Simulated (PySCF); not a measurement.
# C8H14O: the cost of one run

The runs use PySCF 2.14.0, with density-fitted response routines of our own; the level of theory stands in each step. All values are computed, except where a source is named. Atoms count from 0, in the outputs and in this text.

## (1) The molecule as given

23 atoms, charge 0, multiplicity 1; geometry from: GFN2-xTB. The atoms were then displaced at random by about 0.01 Å, so the start is not that level's minimum.

Bonds of the start (Å): C0–C1 1.34, C1–C2 1.45, C2–C3 1.36, C3–C4 1.45, C1–O5 1.37, O5–C6 1.40, C6–C7 1.53, C6–C8 1.52, C0–H9 1.04, C0–H10 1.10, C2–H11 1.09, C3–H12 1.12, C4–H13 1.07, C4–H14 1.10, C4–H15 1.10, C6–H16 1.09, C7–H17 1.11, C7–H18 1.07, C7–H19 1.09, C8–H20 1.09, C8–H21 1.08, C8–H22 1.11.

## (2) Optimising the geometry at PBE0-D3(BJ)/def2-SVP

The job: settings as JSON, then the geometry in Å.

```
{"job": {"xc": "PBE0", "basis": "def2-SVP", "d3": "d3bj", "grid": 1, "shake": 0.01, "kind": "geom"}, "charge": 0, "multiplicity": 1}
C     -0.211840    -2.116770    -0.705630
C      0.267910    -0.972950    -0.191790
C      1.689630    -0.836590     0.034890
C      2.326020     0.260910     0.523670
C      3.753280     0.394380     0.753130
O     -0.425810     0.144720     0.183730
C     -1.820890     0.181760     0.022850
C     -2.325580     1.262560     0.974910
C     -2.205650     0.518750    -1.403760
H      0.419430    -2.910210    -0.940780
H     -1.285050    -2.250920    -0.899240
H      2.303180    -1.704750    -0.203490
H      1.655380     1.127620     0.762390
H      4.272060    -0.505440     0.502610
H      3.943100     0.614600     1.813370
H      4.153070     1.242770     0.183380
H     -2.261210    -0.774420     0.308100
H     -3.433360     1.327660     0.931150
H     -1.913540     2.212100     0.718200
H     -2.074110     1.022390     2.003710
H     -1.819480     1.489310    -1.698500
H     -3.276890     0.510080    -1.544510
H     -1.781980    -0.214020    -2.125560
```

The run is started by

```sh
> OMP_NUM_THREADS=1 python probes_run.py task.json out
```

One launch serves the whole session: the jobs run in the order shown.

Q: Estimate the wall time and peak memory of this first job on 1 thread of Arm Neoverse N1, shared host.

About 6.3 min, with a peak of 0.86 GiB.
